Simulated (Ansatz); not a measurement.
# C3H4AlN: the cost of one run

Program: Ansatz 0.2.0, Gaussian basis. Level of theory: the settings change from run to run. These are calculated values, not measurements.

## Step 1: The molecule

The geometry comes from an earlier relaxation with PBE0-D4 in a triple-zeta def2 set; it is a stationary point, not always the lowest conformer.

SMILES `C=C=C=[N][AlH2]`, 9 atoms, charge 0, spin multiplicity 1.

Atoms are counted from 1 here; the program's logs count them from 0.

Bond lengths: C1–C2 1.310 Å, C1–H6 1.090 Å, C1–H7 1.090 Å, C2–C3 1.278 Å, C3–N4 1.208 Å, N4–Al5 1.763 Å, Al5–H8 1.577 Å, Al5–H9 1.577 Å. Angles: C2–C1–H6 122.0°, C2–C1–H7 122.0°, H6–C1–H7 115.9°, C1–C2–C3 179.0°, C2–C3–N4 179.7°, C3–N4–Al5 179.7°, N4–Al5–H8 116.9°, N4–Al5–H9 116.9°, H8–Al5–H9 126.3°.

As a file:

```mol
C3H4AlN
  3D, bonds by distance, orders not assigned

  9  8  0  0  0  0  0  0  0  0999 V2000
    0.9981    2.1130   -1.4260 C   0  0
    0.5388    1.0933   -0.7444 C   0  0
    0.0707    0.1070   -0.0804 C   0  0
   -0.3660   -0.8274    0.5477 N   0  0
   -1.0114   -2.1865    1.4658 Al  0  0
    0.3467    2.9103   -1.7837 H   0  0
    2.0552    2.2161   -1.6707 H   0  0
   -1.4853   -3.4435    0.6406 H   0  0
   -1.0585   -2.0287    3.0339 H   0  0
  1  2  8  0
  2  3  8  0
  3  4  8  0
  4  5  8  0
  1  6  8  0
  1  7  8  0
  5  8  8  0
  5  9  8  0
M  END
```

## Step 2: B3LYP5/x2c-TZVPPall

This run has atoms shaken by 0.03 Å, a point charge of 1.00 e beside it, high accuracy.

Input file in.yaml:

```yaml
crystal:
  periodic: [false, false, false]
  atoms:
    - {symbol: C, position_ang: [1.026834, 2.116416, -1.398367]}
    - {symbol: C, position_ang: [0.540244, 1.059029, -0.719624]}
    - {symbol: C, position_ang: [0.070786, 0.080815, -0.073918]}
    - {symbol: N, position_ang: [-0.372806, -0.848937, 0.494318]}
    - {symbol: Al, position_ang: [-1.019964, -2.172587, 1.460374]}
    - {symbol: H, position_ang: [0.348671, 2.885936, -1.788666]}
    - {symbol: H, position_ang: [2.057281, 2.199511, -1.663879]}
    - {symbol: H, position_ang: [-1.520384, -3.414787, 0.601956]}
    - {symbol: H, position_ang: [-1.041195, -2.092472, 3.041406]}
basis:
  gaussian: {orbitals: x2c-TZVPPall, point_charges: [{charge: 1.00, position_ang: [6.758, -0.503, -0.305]}]}
hamiltonian: {xc: {name: B3LYP5}}
accuracy: high
```

On the command line:

```bash
$ ansatz run in.yaml --threads 2 --pin off --events-out ev --progress --plain --max-ram 4352MiB
```

Q: Estimate wall time and peak memory on 2 threads of Arm Neoverse V1, shared host.

About 17 s, with a peak of 1.2 GiB.
